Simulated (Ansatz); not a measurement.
Run this with the Python package of Ansatz (0.2.0) and show what comes out.

Input file `POSCAR`:
```text
KPbO3
1.0
   4.36078400    0.00000000    0.00000000
   0.00000000    4.36078400    0.00000000
   0.00000000    0.00000000    4.36078400
K Pb O
1 1 3
Direct
   0.00000000    0.00000000    0.00000000
   0.50000000    0.50000000    0.50000000
   0.50000000    0.50000000    0.00000000
   0.50000000    0.00000000    0.50000000
   0.00000000    0.50000000    0.50000000
```

Script `kpbo3.py`:
```python
# -*- coding: utf-8 -*-
"""Projected density of states of KPbO3."""

from dataclasses import dataclass

import ansatz as az
from ase.io import read
import numpy as np


@dataclass
class RunConfig:
    k_length: int = 12
    functional: str = "lda"
    filling: str = "fermi_dirac"
    smearing_width: float = 0.3
    ecut: int = 320
    extra_bands: int = 16


opts = RunConfig()


def main():
    atoms = read("POSCAR", format="vasp")
    system = az.Crystal.from_ase(atoms)

    job = system.calculation()
    job = job.scf(lower_state_search="off")
    job = job.kpoints(length=opts.k_length)
    job = job.functional(opts.functional)
    job = job.occupations(opts.filling, width=opts.smearing_width)
    job = job.basis(opts.ecut)
    job = job.scf(extra_bands=opts.extra_bands).density_of_states(projected=True, method="smearing", broadening_width=0.15, energy_step=0.1)
    def show(event):
        row = event["data"]
        if event["event"] == "scf_iter" and row.get("harris_foulkes_ev") is not None:
            print(f"  iteration {row['iter']:3d}  Harris-Foulkes {row['harris_foulkes_ev']:.5f} eV  residual {row['dr2_ev']:.2e}")


    out = job.session().plan().execute(on_event=show)
    data = out.report

    dos = out.density_of_states()
    energy = np.asarray(dos.energies_ev) - dos.fermi_ev
    curves = {}
    for site in out.projected_density_of_states().sites:
        for shell in site.shells:
            weight = sum(np.sum(curve.g_bin_mean_per_ev, axis=0) for curve in shell.curves)
            name = f"{site.species} {shell.label}"
            curves[name] = curves.get(name, 0) + weight

    step = energy[1] - energy[0]
    windows = [(-8, -4), (-4, 0), (0, 6)]
    print("states by shell in windows of E - E_F (eV):", windows)
    for name, g in curves.items():
        print(f"{name:8s}", " ".join(f"{step * g[(energy >= a) & (energy < b)].sum():8.3f}" for a, b in windows))
    filled = (energy < 0) & (energy > -8)
    for name, g in curves.items():
        if g[filled].sum() * step > 0.5:
            print(f"centre of {name}: {np.average(energy[filled], weights=g[filled]):.2f} eV")


if __name__ == "__main__":
    main()
```

```console
$ python kpbo3.py
DeckWarning: basis.ecutwfc = 320 eV is below the records' recommended 420 eV, and the density's cutoff is lower with it unless basis.ecutrho_ratio is high enough to keep the records' density cutoff: compare with a run at a higher cutoff
  iteration   1  Harris-Foulkes -14760.39158 eV  residual 3.15e-01
  iteration   2  Harris-Foulkes -14760.30836 eV  residual 4.53e-02
  iteration   3  Harris-Foulkes -14760.29659 eV  residual 7.68e-04
  iteration   4  Harris-Foulkes -14760.29645 eV  residual 2.19e-05
  iteration   5  Harris-Foulkes -14760.29645 eV  residual 8.39e-07
  iteration   6  Harris-Foulkes -14760.29645 eV  residual 3.53e-08
states by shell in windows of E - E_F (eV): [(-8, -4), (-4, 0), (0, 6)]
K 3S        0.000    0.004    0.001
K 4S        0.004    0.088    0.009
K 3P        0.005    0.046    0.001
Pb 6S       0.558    0.070    0.693
Pb 6P       0.267    0.566    0.186
Pb 5D       0.037    0.131    0.009
O 2S        0.160    0.135    0.132
O 2P        1.343   13.856    0.894
centre of Pb 6S: -5.77 eV
centre of Pb 6P: -3.06 eV
centre of O 2P: -1.53 eV
```
(Warnings from the package without file and line.)

Notes:
- These settings explore the input space; cutoff and mesh may be short of convergence.
- The cutoff lies under the one recommended for these potentials.
- The cell holds an odd number of electrons and is run without spin, so a magnetic state may lie lower.
- For a metal this mesh is far too coarse, so the numbers only illustrate the procedure.
- The smearing is wide enough that free energy and stress hold a thermal part of the electrons.
- The empty d shell of the heavier alkali and alkaline-earth atoms, which makes much of a conduction band, may have no channel.
- Spin-orbit coupling, which matters for elements this heavy, is left out.
- The structure comes from a database of computed cells and needn't be a stable or known phase.
- Curves are summed over the cell's atoms. Only shells that the potentials hold have channels, so projections don't add up to the total, least of all where a shell is missing (p of most metals); heights and places of peaks move with the mesh.
- The density of states is complete only as far up as bands were computed.
- A band centre counts only the states inside the window taken.
- Wall time of the script: 2.2 s on 1 thread of AMD EPYC 7R43 64-Core Processor (Zen 3) (shared host), peak memory 0.42 GiB.

(Lines on the test bed's own set-up are left out of the output.)
